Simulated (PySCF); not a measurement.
**[Sm(NH3)]2+: other functionals and bases at one geometry**

Aim: see how levels, charges and forces of [Sm(NH3)]2+ depend on the level of theory. The structure is generated, not taken from experiment.

Computed with PySCF 2.14.0. Level: several levels, as the steps say, no spin–orbit coupling.

2 further runs of the same task are left out: 1 for a known fault of the program, 1 set aside as unsound or not needed.

## Step 1: The starting structure

5 atoms, charge 2, spin multiplicity 1.

Bond lengths: Sm1–N2 2.613 Å, N2–H3 1.031 Å, N2–H4 1.031 Å, N2–H5 1.031 Å. Angles: Sm1–N2–H3 115.5°, Sm1–N2–H4 115.5°, Sm1–N2–H5 115.5°, H3–N2–H4 102.8°, H3–N2–H5 102.8°, H4–N2–H5 102.8°.

Coordinates:

```
Sm    0.0000    0.0000   -0.2249
N     0.0000    0.0000    2.3879
H     0.9310    0.0000    2.8320
H    -0.4655    0.8062    2.8320
H    -0.4654   -0.8062    2.8320
```

Formal oxidation states: Sm +2. Each metal's 6 4f electrons lie in its core potential, so multiplicities, spins and levels count the valence alone. An earlier session relaxed this geometry at r2SCAN, Sm lcecp-0-SVP with ECP52, N def2-SVP, H def2-SVP (singlet, point group C3v).

At r2SCAN on the finer grid: E = -84.792433 Eh, frontier levels not given, since the 4f levels lie in the core, Mulliken charge on Sm1 +1.73 e, largest force component 0.002 eV/Å. 

Levels to run: CAM-B3LYP; BP86; PBE0; wB97X; r2SCAN, TZVP. Hardware: 2 threads of Arm Neoverse V1, shared host.

## Step 2: CAM-B3LYP

run.py (the lines that set the calculation)

```python
mol = gto.M(atom='''
Sm     0.00000     0.00000    -0.22487
N      0.00000     0.00000     2.38794
H      0.93095     0.00004     2.83199
H     -0.46550     0.80621     2.83199
H     -0.46544    -0.80624     2.83199''',
    basis={'Sm': 'lcecp-0-SVP', 'N': 'def2-SVP', 'H': 'def2-SVP'},
    ecp={'Sm': 'lcecp-0-SVP'},
    charge=2, spin=0)
mf = dft.RKS(mol, xc='CAMB3LYP')
mf.grids.atom_grid = (75, 302)  # f atoms: unpruned, at least (60, 302)
mf = mf.density_fit()  # fitting sets: Sm AutoAux, N def2-universal-JKFIT, H def2-universal-JKFIT
mf.conv_tol = 1e-08; mf.max_cycle = 55
mf.kernel(dm0)  # dm0: the density of the relaxed state
```

Run with:

```bash
$ OMP_NUM_THREADS=2 python run.py
```

## Step 3: BP86

run.py (the lines that set the calculation), as its differences from that of step 2:

```diff
@@ -9,3 +9,3 @@
     charge=2, spin=0)
-mf = dft.RKS(mol, xc='CAMB3LYP')
+mf = dft.RKS(mol, xc='B88,P86')
 mf.grids.atom_grid = (75, 302)  # f atoms: unpruned, at least (60, 302)
```

## Step 4: PBE0

run.py (the lines that set the calculation), as its differences from that of step 3:

```diff
@@ -9,3 +9,3 @@
     charge=2, spin=0)
-mf = dft.RKS(mol, xc='B88,P86')
+mf = dft.RKS(mol, xc='PBE0')
 mf.grids.atom_grid = (75, 302)  # f atoms: unpruned, at least (60, 302)
```

## Step 5: wB97X

run.py (the lines that set the calculation), as its differences from that of step 4:

```diff
@@ -9,3 +9,3 @@
     charge=2, spin=0)
-mf = dft.RKS(mol, xc='PBE0')
+mf = dft.RKS(mol, xc='WB97X')
 mf.grids.atom_grid = (75, 302)  # f atoms: unpruned, at least (60, 302)
```

## Step 6: r2SCAN, TZVP

Basis: Sm lcecp-0-TZVP with ECP52, N def2-TZVP, H def2-TZVP. 

run.py (the lines that set the calculation)

```python
mol = gto.M(atom='''
Sm     0.00000     0.00000    -0.22487
N      0.00000     0.00000     2.38794
H      0.93095     0.00004     2.83199
H     -0.46550     0.80621     2.83199
H     -0.46544    -0.80624     2.83199''',
    basis={'Sm': 'lcecp-0-TZVP', 'N': 'def2-TZVP', 'H': 'def2-TZVP'},
    ecp={'Sm': 'lcecp-0-TZVP'},
    charge=2, spin=0)
mf = dft.RKS(mol, xc='R2SCAN')
mf.grids.atom_grid = (75, 302)  # f atoms: unpruned, at least (60, 302)
mf = mf.density_fit()  # fitting sets: Sm AutoAux, N def2-universal-JKFIT, H def2-universal-JKFIT
mf.conv_tol = 1e-08; mf.max_cycle = 55
mf.kernel(dm0)  # dm0: free metal ions and neutral atoms
```

**Question.** What will these runs give? Wanted: for each run, charge on Sm1; dipole; largest force.

The runs gave:

| level | state | charge on Sm1 (e) | dipole (D) | largest force (eV/Å) | basis functions | time |
| --- | --- | --- | --- | --- | --- | --- |
| r2SCAN (relaxed here) | singlet | 1.73 | 2.10 | 0.00 | 60 | 17 s |
| CAM-B3LYP | singlet | 1.72 | 2.07 | 0.09 | 60 | 2.4 s |
| BP86 | singlet | 1.69 | 2.30 | 0.39 | 60 | 3.5 s |
| PBE0 | singlet | 1.72 | 2.12 | 0.08 | 60 | 1.8 s |
| wB97X | singlet | 1.74 | 1.93 | 0.14 | 60 | 2.3 s |
| r2SCAN, TZVP | singlet | 1.83 | 2.15 | 0.37 | 96 | 14 s |

Times are on 2 threads of Arm Neoverse V1, shared host; the first row also made further properties. The dipole of a charged species depends on the origin, so these sizes hold for this origin alone.

The largest leftover force, 0.39 eV/Å with BP86, stands at a geometry relaxed at another level. The Mulliken charge on Sm spans +1.69 to +1.83 e over the levels. With 4f in the core, its levels are missing from HOMO and gap. Total energies of different levels can't be compared. Spin–orbit coupling is left out throughout.
